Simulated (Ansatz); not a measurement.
Working through a comparison of norm-conserving and PAW potentials of ZrS, space group Fm-3m

Program: Ansatz 0.2.0, Python API.

Notebook, run cell by cell (the value of a cell's last expression is shown):

**Cell 1**
```python
import ansatz as az
import numpy as np
from tabulate import tabulate
```

**Cell 2**
```python
def count_gap(report):
    # lowest empty less highest filled band, counting bands; zero where they overlap
    return max(report.get("gap_by_band_count_ev") or 0.0, 0.0)
```

**Cell 3**
```python
lattice = az.Lattice.of(
    (0.0, 2.625, 2.625),
    (2.625, 0.0, 2.625),
    (2.625, 2.625, 0.0),
)
sites = [
    ("Zr", (0.0, 0.0, 0.0)),
    ("S", (0.5, 0.5, 0.5)),
]
system = az.Crystal(lattice=lattice)
for symbol, position in sites:
    system = system.atom(symbol, position)
```

**Cell 4**
```python
[site.symbol for site in system.resolved().sites]
```
Output:
```text
['Zr', 'S']
```

**Cell 5**
```python
base = (
    system.calculation()
    .kpoints(7, 7, 7)
    .occupations("fermi_dirac")
    .scf(tolerance=1e-07)
    .functional(az.Functional.PBESOL)
    .stress()
    .forces()
    .band_table()
)
variants = {
    "PAW": base.pseudopotentials("paw"),
    "norm-conserving": base.pseudopotentials("nc"),
}
# totals differ by the cores that each treatment holds, so compare what does not depend on them
rows = []
for label, variant in variants.items():
    r = variant.run().report
    levels = np.array(r["eigenvalues_ev"][0]) - r["fermi_energy_ev"]
    print(label, "levels at the first k-point near E_F:", np.round(levels[np.abs(levels) < 5], 3))
    rows.append((label, r["n_electrons"], np.trace(r["stress_gpa"]) / 3, count_gap(r)))
print(tabulate(rows, headers=["treatment", "electrons in bands", "P GPa", "gap by band count eV"], floatfmt=".4f", tablefmt="pipe"))
```
Output:
```text
DeckWarning: basis.ecutwfc = 420 eV, auto-derived from the records' recommended cutoffs: set by Zr (normal level)
DeckWarning: output.stress: scf.convergence.dr2_threshold = 1e-7 eV (the SCF's general default) is looser than the 2e-10 eV advised for a printed stress (1e-10 eV for each atom of the cell: 2). What an SCF threshold leaves in a stress goes as its square root, and in the free energy as the threshold itself, and one [...]
PAW levels at the first k-point near E_F: [-3.438 -3.438 -3.438 -1.317 -1.317 -1.317 -0.648 -0.648  1.852]
DeckWarning: basis.ecutwfc = 897.975746 eV, auto-derived from the records' recommended cutoffs: set by Zr (normal level)
norm-conserving levels at the first k-point near E_F: [-3.439 -3.439 -3.439 -1.318 -1.318 -1.318 -0.651 -0.651  1.841]
| treatment       |   electrons in bands |   P GPa |   gap by band count eV |
|:----------------|---------------------:|--------:|-----------------------:|
| PAW             |              18.0000 | -6.3303 |                 0.0000 |
| norm-conserving |              18.0000 | -6.2073 |                 0.0000 |
```

PAW gives -6.330 GPa and norm-conserving -6.207 GPa, 0.12 GPa apart. They took 1.2 and 2.5 s of processor time.

Caveats:
- The run is spin-unpolarised.
- The mesh is modest for a metal, so energies can be off by several to tens of meV an atom and pressures by half a GPa or more; differences at equal mesh fare better.
- A gap by band count of zero or less means overlapping bands, a metal.
- Of the deposited cell: the entry's cell lengths or inner coordinates differ somewhat from later room-temperature determinations.
- At these settings the cell as given stands under about -6 GPa, so it isn't at this functional's equilibrium volume.
- The structure is a deposited one; some such entries were measured under pressure or heat, so a shift against it needn't be the functional's error alone.
- Levels are Kohn-Sham eigenvalues on this mesh, without spin-orbit coupling.
- Warnings are shown shortened and without file and line.
- Stress is positive in compression.
- Finished in 4.4 s on 1 thread of Arm Neoverse V1, on a shared host, peak memory 0.41 GiB.

(A comment or docstring line of the script was reworded after the run, the code is as it ran; lines on the test bed's own set-up are left out of the output.)
